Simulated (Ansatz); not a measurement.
# In2S: the cost of one run

Computed with Ansatz 0.2.0 (DFT PBE, scalar-relativistic, plane waves, PAW, unless a step's input says otherwise).

1 further run of the same task is left out (it didn't finish).

## Step 1: The system as given

It takes space group P-4m2 (No. 115, tetragonal). Conventional cell: a = 4.118 Å, b = 4.118 Å, c = 5.824 Å, α = 90.00°, β = 90.00°, γ = 90.00°. In (site symmetry 2mm) is surrounded by 2 S at 2.52 Å. Around S (site symmetry -4m2) lie 4 In at 2.52 Å.

Coordinates:

```
In S
1.0
     4.11841    0.00000    0.00000
     0.00000    4.11841    0.00000
     0.00000    0.00000    5.82431
In S
2 1
Cartesian
  2.0592 0.0000 4.3682
  0.0000 2.0592 1.4561
  0.0000 0.0000 0.0000
```

A structure generator made this guess: ordered vacancies on the anion sites of zinc blende (P-4m2, No. 115). Its size is a rough estimate.

## Step 2: A first look at the guess

input.yaml

```yaml
crystal:
  lattice:
    - [4.11840875, 0.0, 0.0]
    - [0.0, 4.11840875, 0.0]
    - [0.0, 0.0, 5.82430952]
  atoms:
    - { symbol: In, position: [0.5, 0.0, 0.75] }
    - { symbol: In, position: [0.0, 0.5, 0.25] }
    - { symbol: S, position: [0.0, 0.0, 0.0] }
basis:
  ecutwfc: 420
kpoints:
  mp_grid: { grid: [4, 4, 4] }
hamiltonian:
  xc: pbe
scf:
  occupations: { method: gaussian, width: 0.1 }
  lower_state_search: "off"
output:
  forces: true
  stress: true
  eigenvalues: true
```

Launch:

```
> ansatz run input.yaml --threads 1 --pin off --max-ram 2048MiB --backend cpu --events-out ev --progress --plain --runs-dir out
```

What time and memory should one allow on 1 thread of Intel Xeon Platinum 8375C at 2.90GHz (Ice Lake), shared host?

About 4 s, with a peak of 0.36 GiB.
